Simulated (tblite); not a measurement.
# C3H10OSi2: the cost of one run

The runs use tblite 0.8.0 and PySCF 2.14.0, with density-fitted response routines of our own; the level of theory stands in each step. All values are computed, except where a source is named. Atoms are numbered from 0 throughout.

## Step 1: The starting structure

16 atoms, charge 0, multiplicity 1; geometry from: force field or distance geometry start.

Bonds of the start (Å): O0–Si1 1.71, Si1–C2 1.89, C2–C3 1.52, C3–C4 1.50, C4–Si5 1.88, Si5–Si1 2.25, O0–H6 0.98, Si1–H7 1.45, C2–H8 1.10, C2–H9 1.12, C3–H10 1.12, C3–H11 1.10, C4–H12 1.12, C4–H13 1.09, Si5–H14 1.46, Si5–H15 1.45.

## Step 2: Optimising the geometry with GFN2-xTB

What the job is given:

```
{"job": {"kind": "relax", "xc": "GFN2-xTB", "basis": "xTB"}, "charge": 0, "multiplicity": 1}
O      2.578800     0.594300     0.980200
Si     1.354900     0.411800    -0.202400
C      0.500600    -1.266600    -0.079300
C     -0.895000    -0.998400    -0.605900
C     -1.594700    -0.023900     0.300500
Si    -0.529100     1.529500     0.327200
H      3.441500     0.768500     0.548800
H      1.781700     0.734700    -1.546700
H      1.027400    -2.045400    -0.644600
H      0.393500    -1.487700     1.010700
H     -1.461700    -1.957800    -0.543300
H     -0.920500    -0.679100    -1.658900
H     -2.570100     0.244400    -0.187400
H     -1.792800    -0.402900     1.307400
H     -0.427600     2.098800     1.672000
H     -0.894600     2.488900    -0.689800
```

On the command line:

```sh
$ OMP_NUM_THREADS=1 python probes_run.py task.json out
```

This one command runs all jobs of the session in turn.

Q: Estimate the wall time and peak memory of this first job on 1 thread of Arm Neoverse N1, shared host.

About 1 s, with a peak of 0.18 GiB.
